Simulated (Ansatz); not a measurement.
# Y16C: the cost of one run

All numbers below are computed with Ansatz 0.2.0 (DFT PBE+D3(BJ), plane waves, PAW, scalar-relativistic, no spin polarisation).

### 1 The starting structure

The cell holds 17 atoms (CY16): a = 7.300 Å, b = 6.322 Å, c = 11.468 Å, α = 90.00°, β = 90.00°, γ = 90.00°.

Its coordinates follow in the input file.

### 2 Preparing the start

Input file input.yaml:

```yaml
accuracy: low
crystal:
  lattice:
    - [-3.65, -6.321985, 0.0]
    - [5.475, -3.160993, 0.0]
    - [0.0, 0.0, 11.4683]
  atoms:
    - { symbol: "Y", position: [0.75, 0.5, 0.0] }
    - { symbol: "Y", position: [0.5, 0.3333333, 0.25] }
    - { symbol: "Y", position: [0.75, 0.5, 0.5] }
    - { symbol: "Y", position: [0.5, 0.3333333, 0.75] }
    - { symbol: "Y", position: [0.5, 0.0, 0.0] }
    - { symbol: "Y", position: [0.25, 0.8333333, 0.25] }
    - { symbol: "Y", position: [0.5, 0.0, 0.5] }
    - { symbol: "Y", position: [0.25, 0.8333333, 0.75] }
    - { symbol: "Y", position: [0.25, 0.5, 0.0] }
    - { symbol: "Y", position: [0.0, 0.3333333, 0.25] }
    - { symbol: "Y", position: [0.25, 0.5, 0.5] }
    - { symbol: "Y", position: [0.0, 0.3333333, 0.75] }
    - { symbol: "Y", position: [0.0, 0.0, 0.0] }
    - { symbol: "Y", position: [0.75, 0.8333333, 0.25] }
    - { symbol: "Y", position: [0.0, 0.0, 0.5] }
    - { symbol: "Y", position: [0.75, 0.8333333, 0.75] }
    - { symbol: C, position: [0.2477613, 0.1666293, 0.6244529] }
basis:
  ecutwfc: 420.0
kpoints:
  mp_grid: { grid: [2, 2, 1] }
hamiltonian:
  xc: pbe
  dispersion: d3bj
scf:
  occupations: { method: fermi_dirac, width: 0.1 }
  lower_state_search: "off"
relax:
  f_tol: 0.08
  max_steps: 25
  adjacent_minimum: "off"
```

Started as:

```bash
$ ansatz run input.yaml --threads 2 --pin off --max-ram 5120MiB --backend cpu --events-out ev --progress --plain --runs-dir out
```

Q: Estimate wall time and peak memory on 2 threads of AMD EPYC 9R45 (Zen 5), shared host.

About 15 s, with a peak of 1.1 GiB.
